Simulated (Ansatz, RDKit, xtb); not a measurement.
**Isomers of C4H4BBrO, a sample narrowed down**

A sample of isomers of C4H4BBrO is drawn. Aim: find which of them has the lowest free energy at 298.15 K, then its properties. The sample is small against all isomers, and the most stable one of this formula need not be in it.

Plan: many cheap relaxations first (GFN2-xTB), then density-functional screening, relaxation at B3LYP/def2-SVP, vibrations (at GFN2-xTB) and a final energy. The numbers are computed, not measured.

### Step 1. Drawing up candidates

Isomers were taken from a list of plausible structures; this is a sample, not all of them. That gives 10 candidates.

```csv
label,SMILES,spin
c018,OB1C=CC(Br)=C1,singlet
c077,OC1=CC=C(Br)B1,singlet
c084,OB1C=CC=C1Br,singlet
c145,OC1=C(Br)C=CB1,singlet
c248,OC1=C(Br)BC=C1,singlet
c398,OC1=CBC=C1Br,singlet
c521,OC1=CBC(Br)=C1,singlet
c639,OC1=CC=CB1Br,singlet
c919,OC1=CB(Br)C=C1,singlet
c933,OC1=CC(Br)=CB1,singlet
```

Candidates are built by distance geometry, with a force field where one applies, in up to four conformers (letters a to d).

### Step 2. Search with GFN2-xTB

All 10 starts are relaxed the same way. One of them, c084a (taken from a list of positional isomers, embedded by distance geometry and UFF), in full:

start.xyz reads:

```xyz
11
c084a
C      0.613983     0.053698     1.210301
C      0.349302     1.405635     1.158091
C     -0.344223     1.739995    -0.122749
C     -0.472825     0.678280    -0.857033
B      0.128110    -0.561120    -0.077232
Br    -1.401906     0.582048    -2.538306
O     -0.121263    -1.940234    -0.350347
H      0.709784    -2.187949    -0.873014
H      1.078459    -0.410871     2.054675
H      0.619542     2.098713     1.966759
H     -0.633354     2.721538    -0.386724
```

Launch:

```bash
xtb start.xyz --gfn 2 --opt
```

The program printed:

```text
* xtb version 6.7.1
   ID    Z sym.   atoms
    1    6 C      1-4
    2    5 B      5
    3   35 Br     6
    4    8 O      7
    5    1 H      8-11

           -------------------------------------------------
          |                Calculation Setup                |
           -------------------------------------------------

          program call               : xtb start.xyz --gfn 2 --opt
          coordinate file            : start.xyz
          omp threads                :                     2

           -------------------------------------------------
          |                 G F N 2 - x T B                 |
           -------------------------------------------------

      * Hamiltonian:
        H0-scaling (s, p, d)           1.850000    2.230000    2.230000
        zeta-weighting                 0.500000
      * Dispersion:
        s8                             2.700000
        a1                             0.520000
        a2                             5.000000
        s9                             5.000000
      * Repulsion:
        kExp                           1.500000    1.000000
        rExp                           1.000000
      * Coulomb:
        alpha                          2.000000
        third order                    shell-resolved
        anisotropic                    true
        a3                             3.000000
        a5                             4.000000
        cn-shift                       1.200000
        cn-exp                         4.000000
        max-rad                        5.000000

          ...................................................
          :                      SETUP                      :
          :.................................................:
          :  # basis functions                  38          :
          :  # atomic orbitals                  37          :
          :  # shells                           19          :
          :  # electrons                        36          :
          :  max. iterations                   250          :
          :  Hamiltonian                  GFN2-xTB          :
          :  restarted?                      false          :
          :  GBSA solvation                  false          :
          :  PC potential                    false          :
          :  electronic temp.          300.0000000     K    :
          :  accuracy                    1.0000000          :
          :  -> integral cutoff          0.2500000E+02      :
          :  -> integral neglect         0.1000000E-07      :
          :  -> SCF convergence          0.1000000E-05 Eh   :
          :  -> wf. convergence          0.1000000E-03 e    :
          :  Broyden damping             0.4000000          :
          :  net charge                          0          :
          :  unpaired electrons                  0          :
          ...................................................

[... 36 lines left out ...]
         :: total energy             -19.916604006709 Eh    ::
[... 40 lines left out ...]
          :   grad. convergence          0.1000000E-02 Eh/α :
[... 43 lines left out ...]
 * total energy  :   -19.9292212 Eh     change       -0.1261723E-01 Eh
[... 33 lines left out ...]
 * total energy  :   -19.9384105 Eh     change       -0.3949910E-02 Eh
[... 33 lines left out ...]
 * total energy  :   -19.9441479 Eh     change       -0.5875031E-02 Eh
[... 33 lines left out ...]
 * total energy  :   -19.9507623 Eh     change       -0.3238884E-02 Eh
[... 33 lines left out ...]
 * total energy  :   -19.9545759 Eh     change       -0.1639253E-02 Eh
[... 33 lines left out ...]
 * total energy  :   -19.9560759 Eh     change       -0.7147759E-03 Eh
[... 33 lines left out ...]
 * total energy  :   -19.9570914 Eh     change       -0.3729915E-03 Eh
[... 33 lines left out ...]
 * total energy  :   -19.9581018 Eh     change       -0.5527679E-03 Eh
[... 33 lines left out ...]
 * total energy  :   -19.9585498 Eh     change       -0.1017759E-03 Eh
[... 37 lines left out ...]
 * total energy  :   -19.9585809 Eh     change       -0.1039689E-04 Eh
[... 47 lines left out ...]
 * total energy  :   -19.9585839 Eh     change       -0.1488539E-05 Eh
[... 7 lines left out ...]
 total energy gain   :        -0.0419799 Eh      -26.3428 kcal/mol
[... 54 lines left out ...]
          |                Final Singlepoint                |
[... 19 lines left out ...]
          :  -> wf. convergence          0.1000000E-03 e    :
[... 39 lines left out ...]
         :: total energy             -19.958583859476 Eh    ::
[... 41 lines left out ...]
 Mol. C6AA /au·bohr⁶  :       2447.505704
 Mol. C8AA /au·bohr⁸  :      84688.336773
 Mol. α(0) /au        :         79.338217

Wiberg/Mayer (AO) data.
largest (>0.10) Wiberg bond orders for each atom

 ---------------------------------------------------------------------------
     #   Z sym  total        # sym  WBO       # sym  WBO       # sym  WBO
 ---------------------------------------------------------------------------
     1   6 C    3.976 --     2 C    1.865     5 B    0.975     9 H    0.973
     2   6 C    3.986 --     1 C    1.865     3 C    1.052    10 H    0.968
     3   6 C    3.988 --     4 C    1.820     2 C    1.052    11 H    0.969
[... 7 lines of this table left out ...]
    11   1 H    0.998 --     3 C    0.969
 ---------------------------------------------------------------------------

Topologies differ in total number of bonds
Writing topology from bond orders to xtbtopo.mol

molecular dipole:
                 x           y           z       tot (Debye)
 q only:        0.274      -0.417       0.388
   full:        0.306      -0.116       0.599       1.735
molecular quadrupole (traceless):
                xx          xy          yy          xz          yz          zz
 q only:       -0.772       1.473       3.827      -2.775       4.810      -3.055
  q+dip:       -1.809       0.781       8.364      -4.296       5.543      -6.555
   full:       -0.152       1.616       6.370      -5.137       5.339      -6.218

           -------------------------------------------------
          |                Geometry Summary                 |
           -------------------------------------------------

      molecular mass/u    :      158.7886673
   center of mass at/Å    :       -0.5466733       0.3282013      -1.1888832
  moments of inertia/u·Å² :        0.1477993E+03   0.4417593E+03   0.5895584E+03
rotational constants/cm⁻¹ :        0.1140576E+00   0.3816022E-01   0.2859366E-01

 * 8 selected distances

     #   Z          #   Z                                           value/Å
     1   6 C        2   6 C                                       1.3391849
     3   6 C        4   6 C                                       1.3362791
     4   6 C        6  35 Br                                      1.8995118 (max)
     5   5 B        7   8 O                                       1.3165791
     7   8 O        8   1 H                                       0.9602345 (min)
     1   6 C        9   1 H                                       1.0757681
     2   6 C       10   1 H                                       1.0783203
     3   6 C       11   1 H                                       1.0776602

 * 5 distinct bonds (by element types)

   Z      Z             #   av. dist./Å        max./Å        min./Å
   1 H    6 C           3     1.0772495     1.0783203     1.0757681
   6 C    6 C           2     1.3377320     1.3391849     1.3362791
   1 H    8 O           1     0.9602345     0.9602345     0.9602345
   5 B    8 O           1     1.3165791     1.3165791     1.3165791
   6 C   35 Br          1     1.8995118     1.8995118     1.8995118

optimized geometry written to: xtbopt.xyz

           -------------------------------------------------
          | TOTAL ENERGY              -19.958583859476 Eh   |
          | GRADIENT NORM               0.000399778828 Eh/α |
          | HOMO-LUMO GAP               2.041525436538 eV   |
           -------------------------------------------------

------------------------------------------------------------------------
------------------------------------------------------------------------
 total:
 * wall-time:     0 d,  0 h,  0 min,  0.113 sec
 *  cpu-time:     0 d,  0 h,  0 min,  0.222 sec
 * ratio c/w:     1.965 speedup
 SCF:
 * wall-time:     0 d,  0 h,  0 min,  0.006 sec
 *  cpu-time:     0 d,  0 h,  0 min,  0.013 sec
 * ratio c/w:     2.076 speedup
 ANC optimizer:
 * wall-time:     0 d,  0 h,  0 min,  0.098 sec
 *  cpu-time:     0 d,  0 h,  0 min,  0.194 sec
 * ratio c/w:     1.975 speedup
```

It took 0.13 s on 2 threads of AMD EPYC 9R45 (Zen 5), shared host.

### Step 3. Distinct minima at GFN2-xTB

10 of the 10 relaxations converged. 10 distinct structures remain:

```csv
label,start,SMILES after,spin,energy (kcal/mol)
c084a,drawn,OB1C=CC=C1Br,singlet,0.0
c018a,drawn,OB1C=CC(Br)=C1,singlet,0.1
c919a,drawn,OC1=CB(Br)C=C1,singlet,2.3
c639a,drawn,OC1=CC=CB1Br,singlet,7.4
c398a,drawn,OC1=CBC=C1Br,singlet,24.7
c248a,drawn,OC1=C(Br)BC=C1,singlet,25.2
c521a,drawn,OC1=CBC(Br)=C1,singlet,26.2
c933a,drawn,OC1=CC(Br)=CB1,singlet,29.1
c145a,drawn,OC1=C(Br)C=CB1,singlet,31.8
c077a,drawn,OC1=CC=C(Br)B1,singlet,31.9
```

### Step 4. Single points on the low minima

A choice of the minima (the low ones first, few conformers of a pattern, up to a cap) and the lowest that fell apart get a single point at r2SCAN-D4/def2-SVP on the tight-binding geometry, and one at HF/STO-3G for comparison. The lowest singlets are also tried as triplets at the same geometry (label ending in t). The first, c084a:

input.yaml reads:

```yaml
crystal:
  periodic: [false, false, false]
  atoms:
    - {symbol: C, position_ang: [0.668141, 0.107647, 1.308818]}
    - {symbol: C, position_ang: [0.326635, 1.396712, 1.185929]}
    - {symbol: C, position_ang: [-0.337764, 1.695515, -0.095650]}
    - {symbol: C, position_ang: [-0.437710, 0.585758, -0.833275]}
    - {symbol: B, position_ang: [0.212080, -0.627000, -0.012461]}
    - {symbol: Br, position_ang: [-1.228299, 0.517084, -2.559079]}
    - {symbol: O, position_ang: [0.338864, -1.894406, -0.345611]}
    - {symbol: H, position_ang: [0.003834, -2.174124, -1.200926]}
    - {symbol: H, position_ang: [1.161212, -0.290165, 2.178245]}
    - {symbol: H, position_ang: [0.493579, 2.176591, 1.911665]}
    - {symbol: H, position_ang: [-0.674963, 2.686121, -0.353233]}
basis:
  gaussian:
    orbitals: def2-SVP
hamiltonian:
  xc: {name: r2SCAN}
  dispersion: d4
scf:
  lower_state_search: off
output: {orbitals: {seedname: orbitals}}
```

Launch:

```bash
ansatz run input.yaml --threads 2 --pin off --max-ram 5220MiB --events-out events.jsonl --progress --plain --runs-dir runs
```

The program printed:

```text
Warning: RAYON_NUM_THREADS=2 ignored (pool sized by the plan → 2); use --threads N
Functional definition: r2SCAN
  name "r2SCAN"
  parameter k0 = 0.174
  parameter k1 = 0.065
  parameter a1 = 4.9479
  exchange = r2scan_x(k0 = k0, k1 = k1, a1 = a1)
  correlation = r2scan_c
these checks for a lower state are left out or cut short: stability, starts, cluster_reference, orbital_swaps, neighbouring_geometries, increment
1506 factors; their error is unknown
mean field evaluation 1: about -76945.5689 eV, gradient 8.6e1 eV
mean field evaluation 2: about -76865.5291 eV, gradient 1.7e2 eV
mean field evaluation 4: about -76962.5434 eV, gradient 3.2e1 eV
mean field evaluation 8: about -76965.2706 eV, gradient 4.1e-1 eV
mean field evaluation 16: about -76965.1607 eV, gradient 1.5e-3 eV
mean field -76965.16072382 eV, -2828.4174877407 hartree, gradient 2.9e-6 eV, S^2 0.000000; 0 other end points of the search recorded, 0 dependent functions left out
reference -76965.16073346 eV, -2828.4174880951 hartree; 38, 38 occupied and 98, 98 virtual orbitals, 1506 factors
Total energy: -76965.23959681 eV, -2828.4203862697 hartree
Checks for a lower state left out: stability, starts, cluster_reference, orbital_swaps, neighbouring_geometries, increment
```

Wall time 1.6 s (2 threads of AMD EPYC 9R45 (Zen 5), shared host); peak memory 0.2 GiB.

Relative energies in kcal/mol, each column from its lowest structure that stays in one piece:

```csv
label,SMILES,spin,GFN2-xTB,HF/STO-3G,r2SCAN-D4/def2-SVP
c018a,OB1C=CC(Br)=C1,singlet,0.1,0.0,0.0
c084a,OB1C=CC=C1Br,singlet,0.0,0.2,0.8
c919a,OC1=CB(Br)C=C1,singlet,2.3,12.3,8.6
c639a,OC1=CC=CB1Br,singlet,7.4,17.3,14.6
c084at,OB1C=CC=C1Br,triplet,–,–,37.2
c398a,OC1=CBC=C1Br,singlet,24.7,41.1,39.5
c248a,OC1=C(Br)BC=C1,singlet,25.2,40.9,41.1
c018at,OB1C=CC(Br)=C1,triplet,–,–,41.2
c919at,OC1=CB(Br)C=C1,triplet,–,–,42.3
c521a,OC1=CBC(Br)=C1,singlet,26.2,43.1,43.0
c933a,OC1=CC(Br)=CB1,singlet,29.1,46.8,46.9
c145a,OC1=C(Br)C=CB1,singlet,31.8,47.9,51.0
c077a,OC1=CC=C(Br)B1,singlet,31.9,49.1,53.2
```

### Step 5. Third filter: density-functional geometries

4 candidates are relaxed at B3LYP/def2-SVP (chosen among the lowest in one piece). The first, c018a:

input.yaml reads:

```yaml
crystal:
  periodic: [false, false, false]
  atoms:
    - {symbol: C, position_ang: [-0.087894, 0.135035, 1.407631]}
    - {symbol: C, position_ang: [0.081989, 1.417325, 1.080815]}
    - {symbol: C, position_ang: [0.216360, 1.571736, -0.382416]}
    - {symbol: C, position_ang: [0.144021, 0.420436, -1.054496]}
    - {symbol: B, position_ang: [-0.066469, -0.697950, 0.053933]}
    - {symbol: Br, position_ang: [0.466932, 3.296224, -1.119794]}
    - {symbol: O, position_ang: [-0.194181, -2.010384, -0.057148]}
    - {symbol: H, position_ang: [-0.160843, -2.399161, -0.932394]}
    - {symbol: H, position_ang: [-0.207290, -0.205018, 2.421205]}
    - {symbol: H, position_ang: [0.125236, 2.270617, 1.737680]}
    - {symbol: H, position_ang: [0.223201, 0.354450, -2.126619]}
basis:
  gaussian: {orbitals: def2-SVP}
hamiltonian: {xc: {name: B3LYP}}
scf: {lower_state_search: "off"}
relax: {f_tol: 0.006}
```

Launch:

```bash
ansatz run input.yaml --threads 2 --pin off --max-ram 5220MiB --events-out events.jsonl --progress --plain --runs-dir runs
```

The program printed:

```text
Warning: RAYON_NUM_THREADS=2 ignored (pool sized by the plan → 2); use --threads N
The last accepted step is kept in runs//last_step.txt (removed where the run ends without a failure and the disk answers)
Functional definition: B3LYP
  name "B3LYP"
  parameter a0 = 0.2
  parameter ax = 0.72
  parameter ac = 0.81
  exchange = (1 - a0 - ax)*slater_x + ax*b88_x + a0*exact_x
  correlation = (1 - ac)*vwn_rpa_c + ac*lyp_c
these checks for a lower state are left out or cut short: stability, starts, cluster_reference, orbital_swaps, neighbouring_geometries, increment
1527 factors; integrals over basis functions are off by at most 5.0e-4 eV
mean field evaluation 1: about -76956.5648 eV, gradient 7.5e1 eV
mean field evaluation 2: about -76938.9746 eV, gradient 1.1e2 eV
mean field evaluation 4: about -76969.6326 eV, gradient 1.5e1 eV
mean field evaluation 8: about -76970.2291 eV, gradient 3.5e-1 eV
mean field evaluation 16: about -76970.2294 eV, gradient 9.6e-5 eV
mean field -76970.22938326 eV, -2828.6037575394 hartree, gradient 2.9e-6 eV, S^2 0.000000; 0 other end points of the search recorded, 0 dependent functions left out
the calculation of the forces begins
reference -76970.22964036 eV, -2828.6037669877 hartree; 38, 38 occupied and 98, 98 virtual orbitals, 1527 factors
relax step   1: F+E_penalty+E_count = -76970.22938326 eV  Δ(F+E_penalty+E_count) = +0.000e0 eV  max|allowed force component| = 1.445e0 eV/Å  Δτ_max = 0.0000 Å  (18 SCF iters, accepted)
these checks for a lower state are left out or cut short: stability, starts, cluster_reference, orbital_swaps, neighbouring_geometries, increment
1527 factors; integrals over basis functions are off by at most 5.3e-4 eV
mean field -76970.29250930 eV, -2828.6060773787 hartree, gradient 1.1e-6 eV, S^2 0.000000; 0 other end points of the search recorded, 0 dependent functions left out
the calculation of the forces begins
reference -76970.29276790 eV, -2828.6060868821 hartree; 38, 38 occupied and 98, 98 virtual orbitals, 1527 factors
relax step   2: F+E_penalty+E_count = -76970.29250930 eV  Δ(F+E_penalty+E_count) = -6.313e-2 eV  max|allowed force component| = 5.847e-1 eV/Å  Δτ_max = 0.0365 Å  (23 SCF iters, accepted)
these checks for a lower state are left out or cut short: stability, starts, cluster_reference, orbital_swaps, neighbouring_geometries, increment
1527 factors; integrals over basis functions are off by at most 5.6e-4 eV
mean field evaluation 32: about -76970.3011 eV, gradient 8.0e-5 eV
mean field -76970.30114329 eV, -2828.6063946718 hartree, gradient 1.0e-6 eV, S^2 0.000000; 0 other end points of the search recorded, 0 dependent functions left out
the calculation of the forces begins
reference -76970.30140247 eV, -2828.6064041966 hartree; 38, 38 occupied and 98, 98 virtual orbitals, 1527 factors
relax step   3: F+E_penalty+E_count = -76970.30114329 eV  Δ(F+E_penalty+E_count) = -8.634e-3 eV  max|allowed force component| = 1.333e-1 eV/Å  Δτ_max = 0.0114 Å  (23 SCF iters, accepted)
[... 5 lines left out ...]
relax step   4: F+E_penalty+E_count = -76970.30239332 eV  Δ(F+E_penalty+E_count) = -1.250e-3 eV  max|allowed force component| = 9.209e-2 eV/Å  Δτ_max = 0.0156 Å  (23 SCF iters, accepted)
[... 5 lines left out ...]
relax step   5: F+E_penalty+E_count = -76970.30375956 eV  Δ(F+E_penalty+E_count) = -1.366e-3 eV  max|allowed force component| = 6.917e-2 eV/Å  Δτ_max = 0.0116 Å  (23 SCF iters, accepted)
[... 5 lines left out ...]
relax step   6: F+E_penalty+E_count = -76970.30401390 eV  Δ(F+E_penalty+E_count) = -2.543e-4 eV  max|allowed force component| = 1.414e-2 eV/Å  Δτ_max = 0.0078 Å  (15 SCF iters, accepted)
[... 5 lines left out ...]
relax step   7: F+E_penalty+E_count = -76970.30401791 eV  Δ(F+E_penalty+E_count) = -4.010e-6 eV  max|allowed force component| = 6.915e-3 eV/Å  Δτ_max = 0.0010 Å  (14 SCF iters, accepted)
these checks for a lower state are left out or cut short: stability, starts, cluster_reference, orbital_swaps, neighbouring_geometries, increment
1527 factors; integrals over basis functions are off by at most 5.6e-4 eV
mean field evaluation 64: about -76970.3040 eV, gradient 4.1e-6 eV
mean field -76970.30402186 eV, -2828.6065004573 hartree, gradient 1.6e-6 eV, S^2 0.000000; 0 other end points of the search recorded, 0 dependent functions left out
the calculation of the forces begins
reference -76970.30428098 eV, -2828.6065099801 hartree; 38, 38 occupied and 98, 98 virtual orbitals, 1527 factors
relax step   8: F+E_penalty+E_count = -76970.30402186 eV  Δ(F+E_penalty+E_count) = -3.949e-6 eV  max|allowed force component| = 1.609e-3 eV/Å  Δτ_max = 0.0007 Å  (13 SCF iters, accepted)
Total energy: -76970.30428098 eV, -2828.6065099801 hartree
Atom 0 at    -0.087356     0.125089     1.433180 Å, force    -0.000121    -0.001609    -0.000595 eV/Å
Atom 1 at     0.079840     1.416433     1.095771 Å, force    -0.000183    -0.001381     0.000339 eV/Å
Atom 2 at     0.217764     1.564291    -0.399336 Å, force     0.000224     0.000792    -0.001381 eV/Å
Atom 3 at     0.147716     0.404468    -1.079173 Å, force     0.000261     0.001105    -0.000476 eV/Å
Atom 4 at    -0.062444    -0.678879     0.061113 Å, force    -0.000417    -0.000871     0.001549 eV/Å
Atom 5 at     0.464662     3.293309    -1.132546 Å, force    -0.000087    -0.000330     0.000135 eV/Å
Atom 6 at    -0.198400    -2.016902    -0.047046 Å, force     0.000121     0.000293    -0.000771 eV/Å
Atom 7 at    -0.159589    -2.342797    -0.955881 Å, force     0.000015     0.000326     0.000578 eV/Å
Atom 8 at    -0.208973    -0.224667     2.460261 Å, force     0.000143     0.001025     0.000010 eV/Å
Atom 9 at     0.120073     2.286447     1.756157 Å, force     0.000070     0.000698     0.000343 eV/Å
Atom 10 at     0.227769     0.326518    -2.164105 Å, force    -0.000025    -0.000048     0.000268 eV/Å
Dipole moment:    -0.012841    -0.249285    -0.173436 e Å
Checks for a lower state left out: stability, starts, cluster_reference, orbital_swaps, neighbouring_geometries, increment
```

It took 18 s on 2 threads of AMD EPYC 9R45 (Zen 5), shared host; peak memory 0.38 GiB.

Energy change by step (eV): 0.0000, -0.0631, -0.0718, -0.0730, -0.0744, -0.0746, -0.0746, -0.0746.

After the run. Bond lengths: C1–C2 1.345 Å, C2–C3 1.509 Å, C3–C4 1.346 Å, C1–B5 1.590 Å, C4–B5 1.587 Å, C3–Br6 1.894 Å, B5–O7 1.349 Å, O7–H8 0.966 Å, C1–H9 1.092 Å, C2–H10 1.093 Å, C4–H11 1.091 Å. Some angles: C1–C2–C3 110.7°, C2–C1–B5 105.5°, C2–C3–C4 114.3°, C2–C3–Br6 119.0°, C4–C3–Br6 126.7°, C3–C4–B5 103.4°, C1–B5–C4 106.1°, C1–B5–O7 124.7°, C4–B5–O7 129.3°, C1–C2–H10 128.1°.

[end of part 1 of 2]
